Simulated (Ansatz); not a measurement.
# SnC2: the cost of one run

Method: DFT PBE, scalar-relativistic, plane waves, PAW, unless a step names another level, in Ansatz 0.2.0.

8 further runs of the same task are left out: 7 that didn't finish, 1 set aside as unsound or not needed.

## (1) The starting structure

It takes space group P-3m1 (No. 164, trigonal). Conventional cell: a = 4.292 Å, b = 4.292 Å, c = 11.429 Å, α = 90.00°, β = 90.00°, γ = 120.00°. Sn (site symmetry -3m) has 6 Sn at 2.94 Å as nearest neighbours. Around Sn (site symmetry 3m) lie 3 Sn at 2.94 Å. C (site symmetry 2) has 3 C at 1.43 Å as nearest neighbours.

As a file:

```cif
data_structure
_symmetry_space_group_name_H-M 'P 1'
_symmetry_Int_Tables_number 1
_cell_length_a 4.2925
_cell_length_b 4.2925
_cell_length_c 11.4292
_cell_angle_alpha 90.000
_cell_angle_beta 90.000
_cell_angle_gamma 120.000
_cell_volume 182.37
loop_
_atom_site_label
_atom_site_type_symbol
_atom_site_fract_x
_atom_site_fract_y
_atom_site_fract_z
_atom_site_occupancy
Sn1 Sn 0.00000 0.00000 0.50000 1
Sn2 Sn 0.33333 0.66667 0.36097 1
Sn3 Sn 0.66667 0.33333 0.63903 1
C1 C 0.66665 0.00000 0.00000 1
C2 C 0.00000 0.33335 0.00000 1
C3 C 0.33335 0.33335 0.00000 1
C4 C 0.66665 0.66665 0.00000 1
C5 C 0.33335 0.00000 0.00000 1
C6 C 0.00000 0.66665 0.00000 1
```

It came out lowest among 27 distinct ends of the trial cells. At a tolerance of 0.05 Å it has space group P-3m1 (No. 164).

## (2) A stricter relaxation, on the response runs' mesh and smearing

Contents of input.yaml:

```yaml
crystal:
  lattice:
    - [4.292469118, 0.0, 0.0]
    - [-2.146234559, 3.7173873011, 0.0]
    - [0.0, 0.0, 11.4291802838]
  atoms:
    - { symbol: Sn, position: [0.0, 0.0, 0.5] }
    - { symbol: Sn, position: [0.3333333333, 0.6666666667, 0.3609687439] }
    - { symbol: Sn, position: [0.6666666667, 0.3333333333, 0.6390312561] }
    - { symbol: C, position: [0.666654654, 0.0, 0.0] }
    - { symbol: C, position: [0.0, 0.333345346, 0.0] }
    - { symbol: C, position: [0.333345346, 0.333345346, 0.0] }
    - { symbol: C, position: [0.666654654, 0.666654654, 0.0] }
    - { symbol: C, position: [0.333345346, 0.0, 0.0] }
    - { symbol: C, position: [0.0, 0.666654654, 0.0] }
basis:
  ecutwfc: 420
kpoints:
  mp_grid: { grid: [12, 12, 4] }
hamiltonian:
  xc: pbe
scf:
  occupations: { method: gaussian, width: 0.1 }
output:
  forces: true
  stress: true
  eigenvalues: true
relax:
  adjacent_minimum: "off"
  f_tol: 0.001
  max_steps: 60
  cell: { stress_tol: 0.01 }
```

The run is started by

```sh
ansatz run input.yaml --threads 3 --pin off --max-ram 7680MiB --backend cpu --events-out ev --progress --plain --runs-dir out
```

**Question.** How long does this run take on 3 threads of Intel Xeon Platinum 8259CL at 2.50GHz (Skylake/Cascade Lake), shared host, and how much memory does it need?

About 93 s, with a peak of 0.83 GiB.
